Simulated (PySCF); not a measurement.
# One shape, several levels: B2PN2H7 (SMILES BPB(N)N)

Wanted: a comparison of 6 runs (HF/STO-3G, HF/def2-SVP, B3LYP/6-31G*, PBE0/def2-SVP, B2PLYP/aug-cc-pVDZ, CCSD(T)/pcseg-1) of B2PN2H7. The job is set up through a Python script.

The calculation is run with PySCF 2.14.0.

## Step 1: The system as given

B2PN2H7 has 12 atoms, charge 0, and is taken as a singlet. SMILES: `BPB(N)N`. The shape is that of a GFN2-xTB optimisation.

Bond lengths: B1–P2 1.812 Å, P2–B3 1.900 Å, B3–N4 1.401 Å, B3–N5 1.400 Å, B1–H6 1.174 Å, B1–H7 1.171 Å, P2–H8 1.380 Å, N4–H9 1.005 Å, N4–H10 1.004 Å, N5–H11 1.004 Å, N5–H12 1.004 Å. Some angles: B1–P2–B3 110.9°, P2–B3–N4 119.8°, P2–B3–N5 119.0°, N4–B3–N5 121.2°, B1–P2–H8 106.7°, B3–P2–H8 104.1°, P2–B1–H6 118.9°, P2–B1–H7 120.7°, B3–N4–H9 123.5°, B3–N4–H10 123.2°.

## Step 2: Energy and gradient at HF/STO-3G (run 1)

calc.py

```python
import pyscf.grad
from pyscf import gto, scf

system = gto.Mole()
system.atom = '''
B     -1.687540    -0.821880     1.356070
P     -1.350370     0.328770    -0.002720
B      0.469540     0.231440    -0.538650
N      1.232320     1.403040    -0.631470
N      1.014950    -1.016220    -0.864290
H     -1.329860    -1.935420     1.258150
H     -2.372690    -0.504930     2.250660
H     -1.480960     1.601990     0.514300
H      2.191130     1.417600    -0.931760
H      0.865050     2.315190    -0.428350
H      1.960190    -1.150890    -1.176280
H      0.488240    -1.868690    -0.805670
'''
system.spin = 0
system.max_memory = 1860
system.verbose = 3
system.basis = 'sto-3g'
system.charge = 0
system.build()

myscf = scf.RHF(system)
myscf.conv_tol = 1e-10
myscf.kernel()
if not myscf.converged:
    myscf = myscf.newton().run(myscf.mo_coeff, myscf.mo_occ)

energy = myscf.e_tot
print(f'total energy: {energy:.8f} hartree')
grad = myscf.Gradients().kernel()
myscf.analyze()
```

The run is started by

```sh
$ OMP_NUM_THREADS=1 python calc.py
```

Log:

```text
converged SCF energy = -497.297874450415
[... 10 lines left out ...]
MO #1   energy= -78.8742949815425  occ= 2
[... 6 lines left out ...]
MO #8   energy= -5.01904096254327  occ= 2
[... 6 lines left out ...]
MO #15  energy= -0.603143963649506 occ= 2
[... 6 lines left out ...]
MO #22  energy= -0.308404514974477 occ= 2
[... 6 lines left out ...]
MO #29  energy= 0.63506069959608   occ= 0
[... 6 lines left out ...]
MO #36  energy= 1.01232573733383   occ= 0
[... 13 lines left out ...]
Dipole moment(X, Y, Z, Debye):  2.04488,  0.56840, -0.71662
```

Run time: 6 s. Hardware: 1 thread of AMD EPYC (Zen 3), shared host; peak memory 0.12 GiB.

## Step 3: Energy and gradient at HF/def2-SVP (run 2)

calc.py

```python
# BPB(N)N
import pyscf.grad
from pyscf import gto

mol = gto.M(
    atom='''
B       -1.687540      -0.821880       1.356070
P       -1.350370       0.328770      -0.002720
B        0.469540       0.231440      -0.538650
N        1.232320       1.403040      -0.631470
N        1.014950      -1.016220      -0.864290
H       -1.329860      -1.935420       1.258150
H       -2.372690      -0.504930       2.250660
H       -1.480960       1.601990       0.514300
H        2.191130       1.417600      -0.931760
H        0.865050       2.315190      -0.428350
H        1.960190      -1.150890      -1.176280
H        0.488240      -1.868690      -0.805670
''',
    verbose=4,
    max_memory=1860,
    basis='def2-svp',
    spin=0,
)

mf = mol.RHF()
mf.conv_tol = 1e-10
mf.kernel()
if not mf.converged:
    mf = mf.newton().run(mf.mo_coeff, mf.mo_occ)

e_final = mf.e_tot
print(f'total energy: {e_final:.8f} hartree')
grad = mf.Gradients().kernel()
mf.analyze()
```

The run is started by

```sh
$ OMP_NUM_THREADS=1 python calc.py
```

Log:

```text
PySCF version 2.14.0

[... 98 lines left out ...]
MO #9   energy= -5.34079462164808  occ= 2
[... 19 lines left out ...]
MO #29  energy= 0.244260604154177  occ= 0
[... 19 lines left out ...]
MO #49  energy= 0.81791581129115   occ= 0
[... 19 lines left out ...]
MO #69  energy= 1.38483770691181   occ= 0
[... 19 lines left out ...]
MO #89  energy= 2.19709881667305   occ= 0
[... 19 lines left out ...]
MO #109 energy= 3.92452327910456   occ= 0
[... 124 lines left out ...]
Dipole moment(X, Y, Z, Debye):  2.63030,  0.47671, -0.61041
```

Wall time 29 s (1 thread of AMD EPYC (Zen 3), shared host); peak memory 0.25 GiB.

Runs 3 to 5 aren't shown in full; the table further down has their settings and results.

## Step 4: The energy at CCSD(T)/pcseg-1 (run 6)

calc.py

```python
from pyscf import gto, cc

mol = gto.M(
    atom='''
B     -3.188988    -1.553128     2.562601
P     -2.551829     0.621285    -0.005140
B      0.887302     0.437358    -1.017901
N      2.328747     2.651361    -1.193305
N      1.917978    -1.920377    -1.633271
H     -2.513071    -3.657414     2.377559
H     -4.483734    -0.954179     4.253131
H     -2.798609     3.027322     0.971886
H      4.140636     2.678876    -1.760771
H      1.634708     4.375075    -0.809464
H      3.704222    -2.174867    -2.222847
H      0.922640    -3.531312    -1.522496
''',
    basis='pcseg-1',
    verbose=4,
    max_memory=1860,
    spin=0,
    unit='bohr',
)

myscf = mol.RHF()
myscf.conv_tol = 1e-10
myscf.kernel()
if not myscf.converged:
    myscf = myscf.newton().run(myscf.mo_coeff, myscf.mo_occ)

mycc = cc.CCSD(myscf, frozen=9)
mycc.kernel()
e_t = mycc.ccsd_t()
e_final = mycc.e_tot + e_t
print('E = %.10f Eh' % e_final)
myscf.analyze()
```

The run is started by

```sh
$ OMP_NUM_THREADS=1 python calc.py
```

Log:

```text
PySCF version 2.14.0

[... 116 lines left out ...]
MO #9   energy= -5.33744156762411  occ= 2
[... 19 lines left out ...]
MO #29  energy= 0.218068856168608  occ= 0
[... 19 lines left out ...]
MO #49  energy= 0.760886476427685  occ= 0
[... 19 lines left out ...]
MO #69  energy= 1.57472708920985   occ= 0
[... 19 lines left out ...]
MO #89  energy= 2.44771167762696   occ= 0
[... 19 lines left out ...]
MO #109 energy= 3.99003820495294   occ= 0
[... 124 lines left out ...]
Dipole moment(X, Y, Z, Debye):  2.63137,  0.45982, -0.42678
```

Run time: 2.3 min. Hardware: 1 thread of AMD EPYC (Zen 3), shared host; peak memory 0.83 GiB.

## Step 5: All runs side by side

```tsv
run	level	Cartesian functions	integration grid	energy (Eh)	dipole moment (D) of the reference	HOMO energy (eV)	LUMO energy (eV)	wall time
1	HF/STO-3G	no	–	-497.297874	2.24	-6.41	7.30	6 s
2	HF/def2-SVP	no	–	-502.932951	2.74	-8.96	2.52	29 s
3	B3LYP/6-31G* (Cartesian functions)	yes	5	-504.840173	3.08	-6.30	-0.89	88 s
4	PBE0/def2-SVP	no	5	-504.286263	3.11	-6.67	-0.97	89 s
5	B2PLYP/aug-cc-pVDZ	no	5	-504.562219	2.61	-7.64	0.01	2.1 min
6	CCSD(T)/pcseg-1	no	–	-503.788063	2.71	-9.06	2.26	2.3 min
```

## Step 6: Results

```
                                          quantity          value
                               run 6: total energy  -503.78806 Eh
       run 6: dipole moment (Hartree–Fock density)         2.71 D
        run 6: HOMO energy (Hartree–Fock orbitals)       -9.06 eV
        run 6: LUMO energy (Hartree–Fock orbitals)        2.26 eV
      run 6: HOMO–LUMO gap (Hartree–Fock orbitals)       11.32 eV
run 6: correlation energy (9 core orbitals frozen)     -695.8 mEh
                             run 6: (T) correction     -19.93 mEh
                              run 6: T1 diagnostic          0.015
```

**Reading.** Over runs 1, 2, 3, 4, 5 the dipole moment (its size) runs from 2.24 D (HF/STO-3G) to 3.11 D (PBE0/def2-SVP). The two ends differ in method and basis. Over runs 1, 2, 3, 4, 5 the HOMO–LUMO gap runs from 5.41 eV (B3LYP/6-31G*) to 13.71 eV (HF/STO-3G). Totals of different functionals can't be ranked against each other. In run 1 the basis is minimal, so the values are rough. All runs together took 8 min, the longest 2.3 min.
